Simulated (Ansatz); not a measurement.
# CH₆ClGeP, SMILES [PH2][GeH2][CH2]Cl: an atomisation energy

With Ansatz 0.2.0 through its Python package.

The script reads `ch6clgep.xyz`:
```text
10

P     2.15580   -0.03400   -0.26240
Ge    0.05020   -0.92210   -0.30380
C    -1.22330    0.36870    0.40000
Cl   -1.30410    1.77860   -0.68040
H     1.75850    1.19720   -0.92240
H     2.00270    0.50620    1.07740
H     0.01840   -2.19780    0.57560
H    -0.33280   -1.28830   -1.76030
H    -2.22550   -0.10200    0.46600
H    -0.89990    0.69330    1.41030
```

Notebook, run cell by cell (the value of a cell's last expression is shown):

In [1]:
```python
from collections import Counter
from dataclasses import dataclass

import ansatz as az
```

In [2]:
```python
@dataclass(frozen=True)
class RunConfig:
    basis_set: str = "cc-pVDZ"
    xc: str = "cam_b3lyp"
```

In [3]:
```python
settings = RunConfig()
```

In [4]:
```python
def single_point(molecule, charge=0, unpaired=0):
    calc = molecule.calculation().basis(gaussian=settings.basis_set).functional(settings.xc)
    if charge:
        calc = calc.charge(charge)
    if unpaired:
        calc = calc.spin("collinear", total=unpaired)
    report = calc.run(threads=1).report
    if report["published_state_doubts"]:
        print("  doubts:", report["published_state_doubts"])
    return report["free_energy_ev"]
```

In [5]:
```python
geometry = az.Crystal.molecule_from_extxyz("ch6clgep.xyz")
```

In [6]:
```python
# Hund ground states
unpaired = {"P": 3, "Ge": 2, "C": 2, "Cl": 1, "H": 1}
counts = Counter(site.symbol for site in geometry.cartesian_sites)
atom_energy = {s: single_point(az.Crystal.molecule().atom(s, (0, 0, 0)), 0, unpaired[s]) for s in counts}
whole = single_point(geometry, 0, 0)
for s, e in atom_energy.items():
    print(f"{s:2s} x{counts[s]}  {e:14.5f} eV")
print(f"CH6ClGeP: {whole:.5f} eV")
split = sum(counts[s] * e for s, e in atom_energy.items()) - whole
print(f"atomisation energy (no zero-point term): {96.485332 * split:.1f} kJ/mol, {split / sum(counts.values()):.3f} eV an atom")
```
```text
P  x1     -9286.32486 eV
Ge x1    -56518.32195 eV
C  x1     -1029.38945 eV
Cl x1    -12521.51903 eV
H  x6       -13.54839 eV
CH6ClGeP: -79466.62913 eV
atomisation energy (no zero-point term): 2873.7 kJ/mol, 2.978 eV an atom
```

2873.7 kJ/mol from the electronic energies, without the zero-point term.

What to keep in mind:
- Total energies depend on the basis set; only differences at equal settings carry meaning.
- The geometry is a force-field or estimated start, not a minimum of this method, and the basis set is short of its limit. All parts are taken at fixed geometry, without zero-point energy.
- For Al to Cl the sets with a tight d function, cc-pV(X+d)Z, are usual.
- Timing: 8 s on 1 thread of Arm Neoverse V1 (shared host), peak memory 0.37 GiB.
